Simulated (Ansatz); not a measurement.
# Ca3InAs3: further runs on the relaxed cell

An exercise on one series of results from a longer session: the logs are not shown, and one member is left open.

Method: DFT PBE and PBEsol (the runs whose input is shown use PBEsol), scalar-relativistic, plane waves, PAW, in Ansatz 0.2.0.

## Starting point

It takes space group Pnma (No. 62, orthorhombic). Conventional cell: a = 12.393 Å, b = 4.292 Å, c = 13.875 Å, α = 90.00°, β = 90.00°, γ = 90.00°. Ca (site symmetry m) is surrounded by 6 As at 3.01 to 3.35 Å. Ca (site symmetry m) is surrounded by 5 As at 2.92 to 3.12 Å and 2 In at 3.30 Å. Around Ca (site symmetry m) lie 5 As at 3.00 to 3.11 Å. In (site symmetry m) has 4 As at 2.68 to 2.73 Å as nearest neighbours. As (site symmetry m) is surrounded by 2 In at 2.68 Å and 4 Ca at 2.92 to 3.15 Å. As (site symmetry m) is surrounded by 1 In at 2.73 Å and 6 Ca at 3.01 to 3.12 Å. As (site symmetry m) has 1 In at 2.72 Å and 6 Ca at 2.99 to 3.35 Å as nearest neighbours.

As a file:

```
Ca In As
1.0
    12.39330    0.00000    0.00000
     0.00000    4.29177    0.00000
     0.00000    0.00000   13.87475
Ca In As
12 4 12
Direct
  0.34524 0.75000 0.50591
  0.26919 0.75000 0.78753
  0.84524 0.75000 0.99409
  0.15476 0.25000 0.00591
  0.65476 0.25000 0.49409
  0.93894 0.25000 0.39487
  0.43894 0.25000 0.10513
  0.06106 0.75000 0.60513
  0.73081 0.25000 0.21247
  0.23081 0.25000 0.28753
  0.56106 0.75000 0.89487
  0.76919 0.75000 0.71247
  0.94589 0.25000 0.79990
  0.55411 0.75000 0.29990
  0.05411 0.75000 0.20010
  0.44589 0.25000 0.70010
  0.44864 0.25000 0.36790
  0.05136 0.75000 0.86790
  0.74127 0.25000 0.87370
  0.75873 0.75000 0.37370
  0.89175 0.25000 0.61009
  0.39175 0.25000 0.88991
  0.24127 0.25000 0.62630
  0.10825 0.75000 0.38991
  0.25873 0.75000 0.12630
  0.94864 0.25000 0.13210
  0.60825 0.75000 0.11009
  0.55136 0.75000 0.63210
```

It is the result of an earlier relaxation at this level (volume 26.36 Å³/atom; gap on the mesh: 0.68 eV).

Set-up of the first run:

File input.yaml:

```yaml
crystal:
  lattice:
    - [12.3933009534, 0.0, 0.0]
    - [0.0, 4.2917670608, 0.0]
    - [0.0, 0.0, 13.8747473806]
  atoms:
    - { symbol: Ca, position: [0.3452407908, 0.75, 0.5059100717] }
    - { symbol: Ca, position: [0.2691939374, 0.75, 0.7875287295] }
    - { symbol: Ca, position: [0.8452407908, 0.75, 0.9940899283] }
    - { symbol: Ca, position: [0.1547592092, 0.25, 0.0059100717] }
    - { symbol: Ca, position: [0.6547592092, 0.25, 0.4940899283] }
    - { symbol: Ca, position: [0.9389350341, 0.25, 0.3948659968] }
    - { symbol: Ca, position: [0.4389350341, 0.25, 0.1051340032] }
    - { symbol: Ca, position: [0.0610649659, 0.75, 0.6051340032] }
    - { symbol: Ca, position: [0.7308060626, 0.25, 0.2124712705] }
    - { symbol: Ca, position: [0.2308060626, 0.25, 0.2875287295] }
    - { symbol: Ca, position: [0.5610649659, 0.75, 0.8948659968] }
    - { symbol: Ca, position: [0.7691939374, 0.75, 0.7124712705] }
    - { symbol: In, position: [0.9458875195, 0.25, 0.799900816] }
    - { symbol: In, position: [0.5541124805, 0.75, 0.299900816] }
    - { symbol: In, position: [0.0541124805, 0.75, 0.200099184] }
    - { symbol: In, position: [0.4458875195, 0.25, 0.700099184] }
    - { symbol: As, position: [0.4486381312, 0.25, 0.3678966829] }
    - { symbol: As, position: [0.0513618688, 0.75, 0.8678966829] }
    - { symbol: As, position: [0.741269755, 0.25, 0.8736975295] }
    - { symbol: As, position: [0.758730245, 0.75, 0.3736975295] }
    - { symbol: As, position: [0.8917497141, 0.25, 0.6100935952] }
    - { symbol: As, position: [0.3917497141, 0.25, 0.8899064048] }
    - { symbol: As, position: [0.241269755, 0.25, 0.6263024705] }
    - { symbol: As, position: [0.1082502859, 0.75, 0.3899064048] }
    - { symbol: As, position: [0.258730245, 0.75, 0.1263024705] }
    - { symbol: As, position: [0.9486381312, 0.25, 0.1321033171] }
    - { symbol: As, position: [0.6082502859, 0.75, 0.1100935952] }
    - { symbol: As, position: [0.5513618688, 0.75, 0.6321033171] }
basis:
  ecutwfc: 420
kpoints:
  mp_grid: { grid: [4, 6, 2] }
hamiltonian:
  xc: pbesol
scf:
  occupations: { method: gaussian, width: 0.02 }
output:
  forces: true
  stress: true
  eigenvalues: true
relax:
  adjacent_minimum: "off"
  f_tol: 0.005
  max_steps: 50
  cell: { stress_tol: 0.05 }
```

Started as:

```sh
ansatz run input.yaml --threads 8 --pin off --max-ram 22528MiB --backend cpu --events-out ev --progress --plain --runs-dir out
```

Among the steps run: The cell under PBEsol; Relaxing with PBE+D3(BJ); The cell under LDA; The cell under r2SCAN.

One table of the session follows, with a row left open; its other results are not shown here.

It belongs to the step «Relaxed cells side by side». 

| functional | a (Å) | b (Å) | c (Å) | volume (Å³/atom) | gap on the mesh (eV) |
| --- | --- | --- | --- | --- | --- |
| PBE | 12.393 | 4.292 | 13.875 | 26.36 | 0.68 |
| PBEsol | ? | ? | ? | ? | ? |
| PBE+D3(BJ) | 12.190 | 4.244 | 13.552 | 25.04 | 0.70 |
| LDA | 12.058 | 4.192 | 13.387 | 24.16 | 0.59 |
| r2SCAN | 12.336 | 4.267 | 13.800 | 25.94 | 1.13 |

Estimate the missing values for PBEsol.

The run gave: a (Å): 12.221; b (Å): 4.241; c (Å): 13.584; volume (Å³/atom): 25.14; gap on the mesh (eV): 0.66. In the column «a (Å)» it lies between PBE+D3(BJ) (12.190) and r2SCAN (12.336).
